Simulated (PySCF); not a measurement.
# CH₈BOPSi: runs on many settings, part 2 of 2

PySCF 2.14.0. Atoms count from 0.

### 5 Indirect couplings: wB97X-D/6-311G**

Job settings and geometry (Å):

```
{"job": {"kind": "j", "xc": "wB97X-D", "basis": "6-311G**"}, "charge": 0, "multiplicity": 1}
C     -2.248901     0.170897    -0.765104
O     -0.977370    -0.256721    -0.342080
B     -0.565258    -0.303985     0.921491
P      1.143908    -1.056232     1.160518
Si     2.314209     0.067674    -0.359116
H     -2.887917     0.428280     0.083727
H     -2.125941     1.045229    -1.408477
H     -2.711839    -0.633562    -1.340516
H     -1.244404     0.027623     1.829328
H      1.524985    -0.353904     2.283811
H      3.712794    -0.015413     0.063243
H      1.953625     1.484918    -0.503425
H      2.107721    -0.604318    -1.641128
```

Method: wB97X-D/6-311G** indirect spin-spin coupling, non-relativistic, gas phase.

Output:

```text
coarse grid: 11472 points
cycle   1  E = -773.7864683501  dE =  3.987e-01  |g| = 6.177e-01  |ddm| = 2.602e+00
cycle   2  E = -773.7651122092  dE =  2.136e-02  |g| = 7.543e-01  |ddm| = 7.864e-01
cycle   3  E = -773.8596800164  dE = -9.457e-02  |g| = 5.571e-02  |ddm| = 4.422e-01
cycle   4  E = -773.8604338556  dE = -7.538e-04  |g| = 2.070e-02  |ddm| = 6.400e-02
cycle   5  E = -773.8605470970  dE = -1.132e-04  |g| = 4.867e-03  |ddm| = 2.533e-02
cycle   6  E = -773.8605547345  dE = -7.637e-06  |g| = 1.011e-03  |ddm| = 8.288e-03
final grid: 100456 points
cycle   7  E = -773.8666195054  dE = -1.092e-04  |g| = 4.063e-03  |ddm| = 2.494e-02
cycle   8  E = -773.8666220204  dE = -2.515e-06  |g| = 1.968e-03  |ddm| = 4.828e-03
cycle   9  E = -773.8666226393  dE = -6.189e-07  |g| = 8.685e-04  |ddm| = 1.975e-03
cycle  10  E = -773.8666227915  dE = -1.522e-07  |g| = 3.000e-04  |ddm| = 6.916e-04
cycle  11  E = -773.8666228171  dE = -2.562e-08  |g| = 7.719e-05  |ddm| = 4.180e-04
cycle  12  E = -773.8666228207  dE = -3.571e-09  |g| = 2.355e-05  |ddm| = 1.739e-04
cycle  13  E = -773.8666228213  dE = -6.039e-10  |g| = 6.427e-06  |ddm| = 9.021e-05
converged SCF energy = -773.8666228213

Indirect spin-spin couplings (Hz)
  i      j    bonds     total        FC       PSO       DSO        SD
  0 C    1 O    1     16.699    18.157    -1.347    -0.111         -
  0 C    2 B    2     -0.692    -0.378    -0.212    -0.122     0.020
  0 C    3 P    3      8.274     8.291    -0.097    -0.111     0.190
  0 C    4 Si   4      0.368     0.363    -0.027     0.029     0.003
  0 C    5 H    1    119.814   118.790     0.282     0.743         -
  0 C    6 H    1    123.961   122.927     0.314     0.720         -
  0 C    7 H    1    125.075   124.054     0.306     0.715         -
  0 C    8 H    3      7.854     7.919    -0.012    -0.054         -
  0 C    9 H    4      0.168     0.272     0.190    -0.294         -
  1 O    2 B    1     -7.957   -14.389     6.797    -0.140    -0.225
  1 O    3 P    2    -34.705   -37.326     2.921    -0.016    -0.284
  1 O    4 Si   3      3.320     3.424    -0.053     0.015    -0.066
  1 O    5 H    2     -0.216     0.189    -0.564     0.159         -
  1 O    6 H    2     -4.418    -3.894    -0.626     0.102         -
  1 O    7 H    2     -4.898    -4.371    -0.630     0.103         -
  1 O    8 H    2      1.815     0.723     0.958     0.134         -
  1 O    9 H    3     -7.608    -7.928     0.129     0.190         -
  1 O   10 H    4     -0.349    -0.452    -0.054     0.157         -
  1 O   11 H    4      0.150     0.189     0.048    -0.087         -
  1 O   12 H    4     -0.375    -0.363     0.100    -0.112         -
  2 B    3 P    1     55.466    63.781    -9.863     0.266     1.281
  2 B    4 Si   2      2.300     2.273    -0.035    -0.005     0.067
  2 B    5 H    3      4.689     4.933    -0.266     0.063    -0.041
  2 B    6 H    3      2.249     2.422     0.419    -0.592     0.000
  2 B    7 H    3      2.900     3.062     0.461    -0.625     0.002
  2 B    8 H    1    124.540   124.325    -1.245     1.147     0.313
  2 B    9 H    2     -2.213    -1.778    -0.469     0.031     0.002
  2 B   10 H    3      3.612     3.855     0.189    -0.434     0.002
  2 B   11 H    3      2.778     2.718    -0.070     0.128     0.003
  2 B   12 H    3     -0.641    -0.460    -0.006    -0.147    -0.028
  3 P    4 Si   1     21.129    23.067     6.832    -0.064    -8.705
  3 P    5 H    4     -0.588    -0.691     0.244    -0.318     0.178
  3 P    6 H    4      1.763     1.817     0.275    -0.371     0.041
  3 P    7 H    4     -0.478    -0.323     0.194    -0.327    -0.022
  3 P    8 H    2     29.136    31.283    -1.827    -0.188    -0.132
  3 P    9 H    1    201.162   191.981     8.673     0.565    -0.058
  3 P   10 H    2     19.666    19.943     0.007    -0.246    -0.040
  3 P   11 H    2     -2.675    -2.346     0.166    -0.398    -0.098
  3 P   12 H    2     34.706    34.848     0.036    -0.240     0.062
  4 Si   6 H    5     -0.385    -0.406    -0.031     0.026     0.027
  4 Si   7 H    5     -0.418    -0.459    -0.103     0.121     0.023
  4 Si   8 H    3     -1.925    -1.967    -0.127     0.178    -0.008
  4 Si   9 H    2      2.051     1.866     0.136     0.085    -0.036
  4 Si  10 H    1   -166.052  -166.247     0.525    -0.188    -0.142
  4 Si  11 H    1   -169.416  -169.631     0.560    -0.201    -0.143
  4 Si  12 H    1   -176.155  -176.381     0.584    -0.203    -0.154
  5 H    6 H    2     -9.394    -9.107     2.337    -2.625         -
  5 H    7 H    2     -9.455    -9.161     2.347    -2.641         -
  5 H    9 H    5     -0.205     0.003     0.445    -0.654         -
  5 H   10 H    6     -0.295     0.084     0.589    -0.968         -
  6 H    7 H    2    -10.529   -10.255     2.380    -2.653         -
  6 H    8 H    4     -0.715    -0.525     0.958    -1.148         -
  6 H   10 H    6     -0.248     0.143     0.419    -0.809         -
  6 H   11 H    6      0.160    -0.033    -0.294     0.487         -
  7 H    8 H    4     -0.733    -0.524     1.052    -1.262         -
  7 H    9 H    5     -0.347     0.047     0.818    -1.211         -
  7 H   10 H    6     -0.351     0.030     0.565    -0.945         -
  8 H    9 H    3      2.013     1.844    -0.191     0.360         -
  8 H   10 H    4      0.238     0.753     0.631    -1.147         -
  8 H   11 H    4     -0.352    -0.307     0.292    -0.337         -
  8 H   12 H    4     -0.542    -0.124     0.730    -1.149         -
  9 H   10 H    3      1.259     1.225    -0.049     0.083         -
  9 H   11 H    3      0.350     0.548     0.118    -0.316         -
  9 H   12 H    3      9.876    11.128     1.018    -2.270         -
 10 H   11 H    2      3.116     4.185     0.896    -1.965         -
 10 H   12 H    2     -0.816     0.380     1.004    -2.200         -
 11 H   12 H    2      2.719     3.780     0.866    -1.927         -
```

It took 25 s on 1 thread of Arm Neoverse V2, shared host; peak memory 0.82 GiB.

This basis has no tight s functions, so the Fermi-contact terms are rough.

A choice of the couplings up to four bonds, sorted by the number of bonds, with means over like pairs; isotopes 11B, 13C, 1H, 17O, 31P, 29Si:

| pair | bonds | J (Hz) | Fermi contact (Hz) | dihedral (°) |
| --- | --- | --- | --- | --- |
| P3–H9 | 1 | 201.2 | 192.0 | – |
| Si4–H10 | 1 | -170.5 | -170.8 | – |
| B2–H8 | 1 | 124.5 | 124.3 | – |
| C0–H5 | 1 | 122.9 | 121.9 | – |
| B2–P3 | 1 | 55.5 | 63.8 | – |
| P3–Si4 | 1 | 21.1 | 23.1 | – |
| C0–O1 | 1 | 16.7 | 18.2 | – |
| O1–B2 | 1 | -8.0 | -14.4 | – |
| O1–P3 | 2 | -34.7 | -37.3 | – |
| P3–H8 | 2 | 29.1 | 31.3 | – |
| P3–H10 | 2 | 17.2 | 17.5 | – |
| H5–H6 | 2 | -9.8 | -9.5 | – |
| O1–H5 | 2 | -3.2 | -2.7 | – |
| B2–Si4 | 2 | 2.3 | 2.3 | – |
| B2–H9 | 2 | -2.2 | -1.8 | – |
| Si4–H9 | 2 | 2.1 | 1.9 | – |
| O1–H8 | 2 | 1.8 | 0.7 | – |
| C0–P3 | 3 | 8.3 | 8.3 | 175 |
| C0–H8 | 3 | 7.9 | 7.9 | -1 |
| O1–H9 | 3 | -7.6 | -7.9 | 150 |
| H9–H10 | 3 | 3.8 | 4.3 | – |
| O1–Si4 | 3 | 3.3 | 3.4 | 49 |
| B2–H5 | 3 | 3.3 | 3.5 | – |
| H8–H9 | 3 | 2.0 | 1.8 | -34 |
| Si4–H8 | 3 | -1.9 | -2.0 | -135 |
| B2–H10 | 3 | 1.9 | 2.0 | – |

Means hide unlike values in this fixed geometry: P3–H10 from -2.7 to 34.7 Hz; O1–H5 from -4.9 to -0.2 Hz; H9–H10 from 0.3 to 9.9 Hz. They hold only if the pairs exchange fast.

The spin-dipole term was solved for some atoms only; pairs without it lack that part.

The response was solved for the nuclei of B, C, H, P, Si alone, so couplings that need other nuclei can be missing.

Quadrupole couplings from the field gradients of the same density:

| atom | isotope | eQq/h (MHz) | η |
| --- | --- | --- | --- |
| O1 | 17O | -9.099 | 0.25 |
| B2 | 11B | 3.726 | 0.25 |

Joined with the shifts from before (PBE0/pcSseg-1, scaled to CDCl3 for protons on carbon, raw for the others), the couplings predict the line list below for 300 MHz. Couplings to quadrupolar nuclei are left out.

1H NMR δ 6.28 (br, 1H), 4.14 (s, 3H), 4.04 (dd, J = 17.2, 3.8 Hz, 3H), 1.07 (m, 1H).

### 6 Nuclear shieldings: HSE06/6-31G

Same as in step 5 but for these lines:

```diff
@@ -1,2 +1,2 @@
-{"job": {"kind": "j", "xc": "wB97X-D", "basis": "6-311G**"}, "charge": 0, "multiplicity": 1}
+{"job": {"kind": "nmr", "xc": "HSE06", "basis": "6-31G", "pop": false, "scf": {"level_shift": 0.3}}, "charge": 0, "multiplicity": 1}
 C     -2.248901     0.170897    -0.765104
```

Method: GIAO HSE06/6-31G NMR shielding, non-relativistic, gas phase.

Output:

```text
final grid: 100456 points
cycle   1  E = -773.2471064119  dE =  4.562e-01  |g| = 5.989e-01  |ddm| = 3.090e+00
cycle   2  E = -773.2816563591  dE = -3.455e-02  |g| = 5.866e-01  |ddm| = 1.083e+00
cycle   3  E = -773.3382300765  dE = -5.657e-02  |g| = 1.404e-01  |ddm| = 3.109e-01
cycle   4  E = -773.3427388052  dE = -4.509e-03  |g| = 3.211e-02  |ddm| = 1.535e-01
cycle   5  E = -773.3430077749  dE = -2.690e-04  |g| = 4.907e-03  |ddm| = 4.929e-02
cycle   6  E = -773.3430213036  dE = -1.353e-05  |g| = 1.882e-03  |ddm| = 1.313e-02
cycle   7  E = -773.3430235984  dE = -2.295e-06  |g| = 7.415e-04  |ddm| = 5.192e-03
cycle   8  E = -773.3430240580  dE = -4.596e-07  |g| = 3.229e-04  |ddm| = 2.415e-03
cycle   9  E = -773.3430241633  dE = -1.054e-07  |g| = 1.685e-04  |ddm| = 1.212e-03
cycle  10  E = -773.3430241913  dE = -2.800e-08  |g| = 8.394e-05  |ddm| = 6.158e-04
cycle  11  E = -773.3430241990  dE = -7.659e-09  |g| = 4.545e-05  |ddm| = 3.176e-04
cycle  12  E = -773.3430242012  dE = -2.217e-09  |g| = 2.615e-05  |ddm| = 1.692e-04
cycle  13  E = -773.3430242019  dE = -6.814e-10  |g| = 1.492e-05  |ddm| = 9.221e-05
level shift removed, Fock matrix diagonalised once more
converged SCF energy = -773.3430242019

GIAO shielding tensors (ppm)
atom      isotropic    diamagn.    paramagn.     s11        s22        s33       span
  0 C      139.103     241.892    -102.789    104.030    116.414    196.865     92.835
  1 O      151.241     399.876    -248.635    -44.946    140.818    357.851    402.797
  2 B       63.535     199.870    -136.335      9.557     73.366    107.683     98.126
  3 P      641.561     970.851    -329.290    580.426    601.869    742.389    161.964
  4 Si     506.339     882.018    -375.679    488.227    499.039    531.750     43.524
  5 H       28.896      28.379       0.517     25.828     27.058     33.801      7.974
  6 H       28.274      28.352      -0.078     24.062     26.740     34.020      9.958
  7 H       28.271      28.158       0.113     24.277     26.329     34.207      9.930
  8 H       26.170      31.533      -5.363     23.027     26.111     29.373      6.346
  9 H       32.354      33.261      -0.907     26.760     29.651     40.650     13.891
 10 H       29.538      29.752      -0.214     25.513     27.009     36.092     10.580
 11 H       29.303      29.668      -0.365     25.415     27.538     34.955      9.541
 12 H       29.220      29.783      -0.564     25.681     26.888     35.090      9.409
```

Run time: 11 s. Hardware: 1 thread of Arm Neoverse V2, shared host; peak memory 0.55 GiB.

In short: σ C0 139.1, O1 151.2, B2 63.5, P3 641.6, H8 26.17, H5 28.48 ppm (means over like atoms).

### 7 Side by side: NMR shifts

Isotropic shieldings (ppm) of some atoms, chosen among heavy atoms and hydrogens apart, means over like atoms, with basis size and wall time:

| run | C0 | H10 | H9 | O1 | B2 | P3 | Si4 | functions | time |
| --- | --- | --- | --- | --- | --- | --- | --- | --- | --- |
| PBE0/pcSseg-1 | 121.7 | 27.68 | 30.64 | 141.3 | 45.4 | 582.5 | 437.2 | 139 | 15 s |
| PW91/ANO-RCC-VDZP in chloroform | 121.2 | 27.40 | 30.25 | 122.1 | 46.0 | 617.1 | 491.2 | 118 | 14 s |
| HSE06/6-31G | 139.1 | 29.35 | 32.35 | 151.2 | 63.5 | 641.6 | 506.3 | 69 | 11 s |

### 8 Summary of results

The summary covers parts 1 to 2.

```
                                                                  quantity                        value
                                    13C shifts against TMS (PBE0/pcSseg-1)                     65.2 ppm
    1H shifts against TMS (PBE0/pcSseg-1, means over atoms taken as alike)   6.28, 4.28, 4.04, 1.07 ppm
                                    17O shifts against H2O (PBE0/pcSseg-1)                    194.8 ppm
                               11B shifts against BF3·OEt2 (PBE0/pcSseg-1)                     54.7 ppm
                                  31P shifts against H3PO4 (PBE0/pcSseg-1)                   -264.1 ppm
                                   29Si shifts against TMS (PBE0/pcSseg-1)                    -88.0 ppm
potential on the surface of density 0.002 e/bohr³, 1st and 99th percentile           -1.08 V and 0.99 V
                                           lowest singlet (PBE0/def2-SVPD)  5.31 eV (233 nm), f = 0.077
                                  brightest single state of those computed  state 3, 6.23 eV, f = 0.096
                                                            lowest triplet                      4.44 eV
                          largest coupling of the table (wB97X-D/6-311G**)      1J(P,H) P3–H9, 201.2 Hz
                                             range of the shielding of Si4           437.2 to 506.3 ppm
```

In words: Single values in the summary come from the first sound run of each kind (PBE0/pcSseg-1; PBE0/def2-SVPD; wB97X-D/6-311G**), which need not be the best level. At PBE0/pcSseg-1: The widest tensor belongs to O1: span 418 ppm, with a paramagnetic part of -258 ppm. At PBE0/pcSseg-1, counted by nearest atom on the grid, the HOMO lies on P3 63 %; B2 9 %, the LUMO on B2 43 %; H8 14 %. The lowest singlet, at 5.31 eV, is HOMO→LUMO 0.92 and is bright; of the 6 states computed, the strongest absorption comes from state 3 at 6.23 eV. The lowest triplet lies 0.87 eV below the lowest singlet (triplets in Tamm-Dancoff, singlets in full TDDFT). Of the pairs tabulated at wB97X-D/6-311G**, P3–H9 couples most strongly (201.2 Hz; Fermi contact 192.0 Hz). Couplings across rotatable bonds belong to this one conformer; where others are populated, the observed values are averages. In ppm, Si4 moves most: its shielding spreads over 69.1 ppm, from 437.2 (PBE0/pcSseg-1) to 506.3 (HSE06/6-31G). Couplings from bases without tight functions are rough.
